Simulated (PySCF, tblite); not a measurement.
**C₉H₁₀Si: geometry, infrared bands and NMR shifts**

What infrared bands and NMR shifts should C₉H₁₀Si (`CC1=C[SiH2]c2ccccc21`) show?

The runs use tblite 0.8.0 and PySCF 2.14.0, with density-fitted response routines of our own; the level of theory stands in each step. All values are computed, except where a source is named. Atoms are numbered from 0 throughout.

## (1) Starting geometry

20 atoms, charge 0, multiplicity 1; geometry from: force field or distance geometry start.

Bonds of the start (Å): C0–C1 1.49, C1–C2 1.34, C2–Si3 1.87, Si3–C4 1.88, C4–C5 1.39, C5–C6 1.39, C6–C7 1.40, C7–C8 1.40, C8–C9 1.40, C9–C1 1.49, C9–C4 1.42, C0–H10 1.09, C0–H11 1.09, C0–H12 1.11, C2–H13 1.09, Si3–H14 1.48, Si3–H15 1.50, C5–H16 1.09, C6–H17 1.09, C7–H18 1.09, C8–H19 1.08.

## (2) Relaxing the molecule with GFN2-xTB

The job: settings as JSON, then the geometry in Å.

```
{"job": {"kind": "relax", "xc": "GFN2-xTB", "basis": "xTB"}, "charge": 0, "multiplicity": 1}
C     -2.476900    -1.126200     0.089600
C     -1.487800    -0.018900    -0.011800
C     -1.772000     1.283400    -0.111300
Si    -0.274200     2.401100    -0.215500
C      0.792900     0.857000    -0.066600
C      2.178300     0.763800    -0.066400
C      2.768900    -0.494500     0.041300
C      1.977200    -1.640000     0.146300
C      0.580600    -1.550400     0.132600
C     -0.027500    -0.295900     0.027800
H     -2.376100    -1.674700     1.029100
H     -2.374200    -1.827800    -0.740700
H     -3.514500    -0.734100     0.065800
H     -2.767100     1.714200    -0.155500
H     -0.157900     3.080600    -1.520400
H     -0.161200     3.286700     0.986700
H      2.812200     1.651300    -0.135200
H      3.850100    -0.598100     0.054900
H      2.440900    -2.618100     0.232300
H     -0.016500    -2.448600     0.214000
```

Started as:

```bash
$ OMP_NUM_THREADS=1 python probes_run.py task.json out
```

The driver reads the jobs from task.json and runs them one after another.

Standard output:

```text
step      E/eV     max force
  0    -709.02665    0.819
  1    -709.06375    0.485
  2    -709.08377    0.515
  3    -709.10153    0.417
  4    -709.10989    0.242
  5    -709.11677    0.173
  6    -709.12227    0.210
  7    -709.12809    0.225
  8    -709.13201    0.146
  9    -709.13408    0.094
 10    -709.13499    0.072
 11    -709.13550    0.061
 12    -709.13594    0.069
 13    -709.13639    0.065
 14    -709.13685    0.045
 15    -709.13727    0.052
 16    -709.13767    0.056
 17    -709.13808    0.061
 18    -709.13851    0.055
 19    -709.13889    0.048
 20    -709.13917    0.035
 21    -709.13938    0.039
 22    -709.13953    0.035
 23    -709.13965    0.024
 24    -709.13974    0.017
 25    -709.13981    0.018
 26    -709.13986    0.019
 27    -709.13989    0.015
 28    -709.13991    0.009
```

It took 0.28 s on 1 thread of Arm Neoverse V1, shared host.

Along the way:

```
step  energy from step 0 (eV)  largest force (eV/Å)
   0                   0.0000                0.8190
   1                  -0.0371                0.4850
   2                  -0.0571                0.5147
   3                  -0.0749                0.4168
   4                  -0.0832                0.2415
   5                  -0.0901                0.1731
   6                  -0.0956                0.2099
   7                  -0.1014                0.2245
   8                  -0.1054                0.1461
   9                  -0.1074                0.0936
  10                  -0.1083                0.0719
  11                  -0.1088                0.0613
  12                  -0.1093                0.0686
  13                  -0.1097                0.0652
  14                  -0.1102                0.0450
  15                  -0.1106                0.0517
  16                  -0.1110                0.0562
  17                  -0.1114                0.0609
  18                  -0.1119                0.0555
  19                  -0.1122                0.0476
  20                  -0.1125                0.0349
  21                  -0.1127                0.0395
  22                  -0.1129                0.0348
  23                  -0.1130                0.0237
  24                  -0.1131                0.0175
  25                  -0.1132                0.0185
  26                  -0.1132                0.0190
  27                  -0.1132                0.0146
  28                  -0.1133                0.0094
```

Distances of close pairs at the start and the end, largest changes first:

```
   bond  before (Å)  after (Å)  change (Å)
Si3–H15       1.497      1.465      -0.033
 C0–H12       1.109      1.088      -0.022
  C1–C9       1.487      1.468      -0.019
  C6–C7       1.396      1.383      -0.013
  C7–C8       1.400      1.387      -0.013
 C5–H16       1.093      1.081      -0.012
  C8–C9       1.398      1.387      -0.011
  C4–C9       1.418      1.407      -0.011
```

The final coordinates are the input of the step that follows.

## (3) Infrared spectrum with GFN2-xTB

The job: settings as JSON, then the geometry in Å.

```
{"job": {"kind": "ir", "xc": "GFN2-xTB", "basis": "xTB"}, "charge": 0, "multiplicity": 1}
C     -2.436887    -1.122445     0.091805
C     -1.461302     0.005961    -0.003452
C     -1.801188     1.299786    -0.115339
Si    -0.291038     2.410674    -0.206561
C      0.796825     0.875553    -0.074425
C      2.169101     0.736280    -0.060739
C      2.744977    -0.522938     0.048771
C      1.941064    -1.644661     0.144592
C      0.559616    -1.522127     0.132018
C     -0.018731    -0.266596     0.023118
H     -2.294358    -1.670991     1.023182
H     -2.293909    -1.818932    -0.734726
H     -3.458313    -0.749894     0.060662
H     -2.834986     1.606729    -0.144262
H     -0.137871     3.120239    -1.478653
H     -0.143810     3.322019     0.930495
H      2.799442     1.611596    -0.135837
H      3.820510    -0.627353     0.059218
H      2.390122    -2.624339     0.229689
H     -0.054410    -2.407880     0.207410
```

Standard output:

```text
mode    cm-1     km/mol
  1     109.8      0.02
  2     153.8      0.29
  3     174.6      2.74
  4     182.3      0.02
  5     247.9      0.03
  6     361.5      0.91
  7     367.0      0.29
  8     380.7      6.93
  9     423.6     16.32
 10     489.8     45.95
 11     494.2      5.28
 12     512.6      1.47
 13     517.4     50.73
 14     556.8      8.80
 15     626.4    142.90
 16     681.2      0.19
 17     686.7     12.43
 18     749.9     34.49
 19     766.3      1.57
 20     777.4    238.70
 21     812.2     29.14
 22     830.3     74.13
 23     880.1      0.81
 24     912.6      0.02
 25     927.7      0.12
 26    1002.7      0.28
 27    1018.3      4.00
 28    1032.3     13.80
 29    1090.9      0.32
 30    1107.6      6.40
 31    1166.6      3.73
 32    1172.8      7.85
 33    1191.3      2.85
 34    1256.4      2.28
 35    1308.4      6.91
 36    1340.9      7.58
 37    1394.9      6.70
 38    1436.7      1.03
 39    1438.3      4.30
 40    1480.7      4.24
 41    1484.0      6.96
 42    1573.1      4.69
 43    1588.2      7.27
 44    1617.9     42.05
 45    2239.7    487.97
 46    2248.9    215.35
 47    2994.1     25.10
 48    3005.6     15.75
 49    3037.1     31.85
 50    3060.7     16.82
 51    3065.5     25.35
 52    3076.4     89.94
 53    3079.8     75.36
 54    3083.8     56.80
```

Run time: 0.99 s. Hardware: 1 thread of Arm Neoverse V1, shared host.

Which atoms move in the most intense modes:

```
cm⁻¹  km/mol                         atoms
 626   142.9            H15 41 %, H14 41 %
 777   238.7            H15 42 %, H14 42 %
 830    74.1   C2 46 %, H13 21 %, Si3 20 %
2240   488.0            H14 49 %, H15 47 %
2249   215.3            H15 50 %, H14 48 %
3076    89.9            H19 46 %, H17 38 %
3080    75.4                      H13 90 %
3084    56.8  H19 30 %, H18 29 %, H17 27 %
```

## (4) Shielding tensors: PBE0/pcSseg-1

The job, as its differences from that of step 3:

```diff
@@ -1,2 +1,2 @@
-{"job": {"kind": "ir", "xc": "GFN2-xTB", "basis": "xTB"}, "charge": 0, "multiplicity": 1}
+{"job": {"kind": "nmr", "xc": "PBE0", "basis": "pcSseg-1"}, "charge": 0, "multiplicity": 1}
 C     -2.436887    -1.122445     0.091805
```

Level: GIAO PBE0/pcSseg-1 NMR shielding, non-relativistic, gas phase.

Standard output:

```text
coarse grid: 17600 points
cycle   1  E = -637.7467553041  dE =  1.692e+00  |g| = 4.616e-01  |ddm| = 4.607e+00
cycle   2  E = -637.7352901622  dE =  1.147e-02  |g| = 5.122e-01  |ddm| = 1.264e+00
cycle   3  E = -637.8055622021  dE = -7.027e-02  |g| = 7.778e-02  |ddm| = 6.576e-01
cycle   4  E = -637.8066159755  dE = -1.054e-03  |g| = 4.691e-02  |ddm| = 1.223e-01
cycle   5  E = -637.8072259503  dE = -6.100e-04  |g| = 6.234e-03  |ddm| = 5.870e-02
cycle   6  E = -637.8072351244  dE = -9.174e-06  |g| = 2.662e-03  |ddm| = 1.010e-02
final grid: 166520 points
cycle   7  E = -637.8664994066  dE = -5.326e-05  |g| = 8.551e-03  |ddm| = 7.655e-02
cycle   8  E = -637.8664904812  dE =  8.925e-06  |g| = 1.027e-02  |ddm| = 2.313e-02
cycle   9  E = -637.8665190817  dE = -2.860e-05  |g| = 1.641e-03  |ddm| = 1.315e-02
cycle  10  E = -637.8665198225  dE = -7.409e-07  |g| = 3.878e-04  |ddm| = 2.187e-03
cycle  11  E = -637.8665198591  dE = -3.658e-08  |g| = 1.227e-04  |ddm| = 4.697e-04
cycle  12  E = -637.8665198623  dE = -3.144e-09  |g| = 4.665e-05  |ddm| = 1.597e-04
cycle  13  E = -637.8665198628  dE = -5.330e-10  |g| = 1.473e-05  |ddm| = 7.034e-05
converged SCF energy = -637.8665198628

GIAO shielding tensors (ppm)
atom      isotropic    diamagn.    paramagn.     s11        s22        s33       span
  0 C      164.332     246.654     -82.322    153.520    154.770    184.707     31.187
  1 C       19.297     260.318    -241.022   -101.429     24.001    135.319    236.748
  2 C       58.198     259.078    -200.880    -38.344     61.743    151.194    189.537
  3 Si     398.083     883.545    -485.462    346.375    392.235    455.640    109.265
  4 C       45.438     258.518    -213.079    -42.754      4.621    174.448    217.202
  5 C       47.089     252.359    -205.271    -66.760     35.062    172.964    239.724
  6 C       54.785     254.615    -199.830    -56.065     43.541    176.878    232.944
  7 C       51.655     254.569    -202.913    -59.819     37.235    177.550    237.368
  8 C       60.513     252.022    -191.509    -41.005     45.367    177.176    218.181
  9 C       31.322     258.326    -227.004    -67.373      8.527    152.813    220.185
 10 H       29.301      29.399      -0.099     25.099     28.067     34.737      9.638
 11 H       29.302      29.387      -0.085     25.115     28.044     34.747      9.632
 12 H       29.253      28.137       1.116     24.459     28.995     34.304      9.845
 13 H       25.654      32.087      -6.432     24.079     24.567     28.317      4.238
 14 H       26.904      29.630      -2.726     23.458     24.873     32.381      8.924
 15 H       26.905      29.632      -2.727     23.466     24.870     32.379      8.912
 16 H       23.824      31.046      -7.222     19.578     23.651     28.243      8.665
 17 H       24.217      29.738      -5.521     20.922     24.703     27.026      6.103
 18 H       24.064      30.181      -6.117     20.645     24.499     27.048      6.402
 19 H       24.123      33.910      -9.787     19.782     23.402     29.184      9.401
```

Wall time 47 s (1 thread of Arm Neoverse V1, shared host); peak memory 1.1 GiB.

Shifts follow as δ = σ(reference) − σ, with reference shieldings (ppm) from runs at the same level and on the same kind of geometry: ¹H TMS 31.72, ¹³C TMS 186.9, ²⁹Si TMS 349.2. The references are single molecules in the gas phase. Atoms listed in one row are averaged.

```
        atoms                                                environment  σ (ppm)  δ (ppm)  δ scaled to CDCl3
           C1                            fully substituted alkene carbon     19.3    167.6              161.7
           C9                                substituted aromatic carbon     31.3    155.6              150.0
           C4                                substituted aromatic carbon     45.4    141.5              136.2
           C5                                                aromatic CH     47.1    139.8              134.6
           C7                                                aromatic CH     51.7    135.3              130.1
           C6                                                aromatic CH     54.8    132.1              127.1
           C2                                                  alkene CH     58.2    128.7              123.7
           C8                                                aromatic CH     60.5    126.4              121.5
           C0                                      allylic methyl carbon    164.3     22.6               20.1
          H16                                 hydrogen on an aromatic CH    23.82     7.89               7.55
          H18                                 hydrogen on an aromatic CH    24.06     7.65               7.32
          H19                                 hydrogen on an aromatic CH    24.12     7.59               7.27
          H17                                 hydrogen on an aromatic CH    24.22     7.50               7.18
          H13                                   hydrogen on an alkene CH    25.65     6.06               5.82
     H14, H15  hydrogen on a silicon bonded to 2 C, in a 5-membered ring    26.90     4.81                  –
H10, H11, H12                       hydrogen on an allylic methyl carbon    29.29     2.43               2.40
          Si3           silicon bonded to 2 C, 2 H, in a 5-membered ring    398.1    -48.9                  –
```

The scaled column applies a straight-line fit of computed shieldings to shifts measured in CDCl3 (root-mean-square error 0.16 ppm for H, 1.9 ppm for C).

Charges from the same density, by scheme (e):

```
atoms  Mulliken    IAO  Hirshfeld  ESP fit
   C0     -0.11  -0.43      -0.11    -0.53
   C1     -0.27   0.04       0.02     0.22
   C2     -0.35  -0.46      -0.16    -0.53
  Si3      0.76   0.74       0.33     0.51
   C4     -0.32  -0.27      -0.10    -0.23
   C5     -0.05  -0.14      -0.05    -0.11
   C6     -0.06  -0.16      -0.05    -0.16
   C7     -0.07  -0.14      -0.05    -0.14
   C8     -0.02  -0.16      -0.05    -0.21
   C9     -0.15   0.00      -0.01     0.14
```

Mayer bond orders: C0–C1 1.10, C1–C2 1.85, C2–Si3 0.92, Si3–C4 0.86, C4–C5 1.46, C5–C6 1.41, C6–C7 1.45, C7–C8 1.42, C8–C9 1.43, C9–C1 1.02, C9–C4 1.38.

Ring of atoms C1, C2, Si3, C4, C9: NICS(0) 2.9, NICS(1) -1.0, NICS(1)zz 5.3 ppm (means of both faces).

Ring of atoms C4, C5, C6, C7, C8, C9: NICS(0) -7.2, NICS(1) -10.6, NICS(1)zz -26.3 ppm (means of both faces).

## (5) Results

| quantity | value |
| --- | --- |
| strongest single infrared mode (GFN2-xTB) | 2240 cm⁻¹, 488 km/mol |
| zero-point energy (GFN2-xTB) | 96.1 kcal/mol |
| ¹³C shifts against TMS (PBE0/pcSseg-1) | 167.6, 155.6, 141.5, 139.8, 135.3, 132.1, 128.7, 126.4, 22.6 ppm |
| ¹H shifts against TMS (PBE0/pcSseg-1, means over atoms taken as alike) | 7.89, 7.65, 7.59, 7.50, 6.06, 4.81, 2.43 ppm |
| ²⁹Si shifts against TMS (PBE0/pcSseg-1) | -48.9 ppm |

**Reading.** Relaxing lowered the energy by 0.113 eV in 28 steps; the close pair that moved most is Si3–H15, from 1.497 to 1.465 Å. All 54 modes are real, so the xTB geometry is a minimum. The strongest single mode, at 2240 cm⁻¹, moves mainly H14 and H15. Unscaled tight-binding wavenumbers are off by several per cent, some by more. Its intensities can rank the bands wrongly. NICS(1)zz of -26 ppm above the planar ring from C4 marks a diatropic (aromatic) ring current.
